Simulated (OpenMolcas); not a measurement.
# C3H10Si (trimethylsilane): HF/3-21G

We compute an optimisation with harmonic vibrations of C3H10Si (trimethylsilane). 

Program for the calculation: OpenMolcas 26.06.

## Step 1: Starting point

C3H10Si: 14 atoms, total charge 0, spin state singlet. As SMILES, `C[SiH](C)C`. The shape is that of a PBE0-D4/def2-TZVP optimisation. The run starts from this shape.

Bond lengths: C1–Si2 1.874 Å, Si2–C3 1.874 Å, Si2–C4 1.874 Å, C1–H5 1.093 Å, C1–H6 1.093 Å, C1–H7 1.094 Å, Si2–H8 1.494 Å, C3–H9 1.094 Å, C3–H10 1.093 Å, C3–H11 1.093 Å, C4–H12 1.093 Å, C4–H13 1.094 Å, C4–H14 1.093 Å. Some angles: C1–Si2–C3 110.3°, C1–Si2–C4 110.3°, C3–Si2–C4 110.3°, C1–Si2–H8 108.6°, C3–Si2–H8 108.6°, C4–Si2–H8 108.6°, Si2–C1–H5 111.2°, Si2–C1–H6 111.1°, Si2–C1–H7 110.9°, Si2–C3–H9 110.9°.

## Step 2: An optimisation with harmonic vibrations at HF/3-21G

input.xyz reads:

```xyz
14

C     -0.956800     1.082600    -1.038400
Si    -0.338800    -0.014600     0.348900
C      1.239400     0.684100     1.077800
C     -0.051300    -1.756700    -0.277600
H     -1.888100     0.697200    -1.460900
H     -1.145900     2.098700    -0.683100
H     -0.221600     1.141300    -1.845900
H     -1.379500    -0.059300     1.420400
H      2.029000     0.733500     0.322800
H      1.601800     0.063500     1.901200
H      1.081800     1.694100     1.464300
H     -0.968800    -2.184000    -0.689800
H      0.706900    -1.767300    -1.065700
H      0.291900    -2.413100     0.526000
```

run.input reads:

```
&GATEWAY
  BasLib = $CurrDir
  Coord = input.xyz
  Basis = 3-21G
  Group = NoSym
>>> EXPORT MOLCAS_MAXITER=50
>>> Do While

&SEWARD

&SCF
  PrOrbitals = 0

&SLAPAF
>>> EndDo
>>> COPY $Project.Opt.xyz $CurrDir/final.xyz
>>> COPY $Project.slapaf.h5 $CurrDir/final.slapaf.h5

&MCKINLEY

&MCLR
  Thermochemistry
  3
  1.0
  298.15
  End of PT
```

The basis set 3-21G is read from a file made from the Basis Set Exchange's data (not shown).

Run with:

```sh
$ export MOLCAS_MEM=1860
$ pymolcas run.input > run.log
```

Standard output:

```text
--- Start Module: gateway ---
[...]
--- Stop Module: gateway /rc=_RC_ALL_IS_WELL_ ---
[...]
      Basis functions           60
[...]
       Convergence after   9 Iterations
[...]
::    Total SCF energy                               -406.2033941850
[...]
 *              Molecular gradients               *
 **************************************************
  Irreducible representation: a
 ------------------------------------------------------------------------------------------
                              X                       Y                       Z
 ------------------------------------------------------------------------------------------
  C1                7.08179636437523E-03   -1.20948424788585E-02    1.50067166893146E-02
  SI2               1.04451669662655E-02    4.14361359499987E-04   -1.07110775325236E-02
  C3               -1.71180835423295E-02   -7.63787118015369E-03   -8.35241070814252E-03
  C4               -2.95123736718517E-03    1.92333107095344E-02    6.62422974424759E-03
  H5               -3.92886673184867E-03   -2.20389596409698E-03   -1.21816956878762E-03
  H6               -6.30762444129074E-04    4.06914980200446E-03    2.26334518191862E-03
  H7                3.62405433731117E-03   -3.20579245593922E-04   -2.90175116024205E-03
  H8                9.96725359168948E-04    4.43083199126448E-05   -1.03412293710958E-03
[...]
 Geometry is converged in   5 iterations to a Minimum Structure
*****************************************************************************************************************
*****************************************************************************************************************
++ Geometry section
********************************************************************************
  Geometrical information of the final structure
********************************************************************************
  NOTE: on convergence the final predicted structure will be printed here.
  This is not identical to the structure printed in the head of the output.
 *********************************************************
[...]
       Convergence after   4 Iterations
[...]
::    Total SCF energy                               -406.2058363177
[...]
      Total spin, S                                     0.0000000000
[...]
      Total electronic charge=   42.000000
      Total            charge=   -0.000000
[...]
      Dipole Moment (debye):
      Origin of the operator (angstrom)=   -0.0900   -0.0039    0.0926
                   X=  3.4357E-01               Y=  1.4789E-02               Z= -3.5390E-01           Total=  4.9346E-01
      Quadrupole Moment (debye*angstrom):
[...]
--- Start Module: mclr ---
[...]
     Frequency:        i0.04      0.01      0.04      1.15      1.94      2.07
[...]
     Frequency:       133.56    148.60    148.61    211.57    211.57    251.55
[...]
--- Stop Module: mclr /rc=_RC_ALL_IS_WELL_ ---
[...]
--- Start Module: mclr ---
[...]
        Frequency:         3250.54 cm-1
      ---------------------------------
[...]
        Frequency:         3251.54 cm-1
      ---------------------------------
[...]
        Frequency:         3253.02 cm-1
      ---------------------------------
[...]
        Frequency:         3253.02 cm-1
      ---------------------------------
[...]
--- Stop Module: mclr /rc=_RC_ALL_IS_WELL_ ---
[...]
```

It took 27 s on 1 thread of Arm Neoverse V1, shared host; peak memory 0.4 GiB.

## Step 3: Summary of results

At HF/3-21G:

```
                                                           quantity             value
                                                       total energy     -406.20584 Eh
                                                      dipole moment            0.49 D
                                                        HOMO energy         -11.49 eV
                                                        LUMO energy           6.12 eV
                                                      HOMO–LUMO gap          17.61 eV
                                         lowest harmonic wavenumber          134 cm⁻¹
                                        highest harmonic wavenumber         3253 cm⁻¹
                                                  zero-point energy      334.4 kJ/mol
ideal-gas entropy at 298.15 K and 1 atm (symmetry number 3 as used)  78.8 cal/(mol K)
```

At the final geometry: Bond lengths: C1–Si2 1.918 Å, Si2–C3 1.918 Å, Si2–C4 1.918 Å, C1–H5 1.086 Å, C1–H6 1.086 Å, C1–H7 1.086 Å, Si2–H8 1.496 Å, C3–H9 1.086 Å, C3–H10 1.086 Å, C3–H11 1.086 Å, C4–H12 1.086 Å, C4–H13 1.086 Å, C4–H14 1.086 Å. Some angles: C1–Si2–C3 110.4°, C1–Si2–C4 110.4°, C3–Si2–C4 110.4°, C1–Si2–H8 108.5°, C3–Si2–H8 108.5°, C4–Si2–H8 108.5°, Si2–C1–H5 110.9°, Si2–C1–H6 110.9°, Si2–C1–H7 110.9°, Si2–C3–H9 110.9°. All 36 modes are real, so the shape is a minimum at this level.
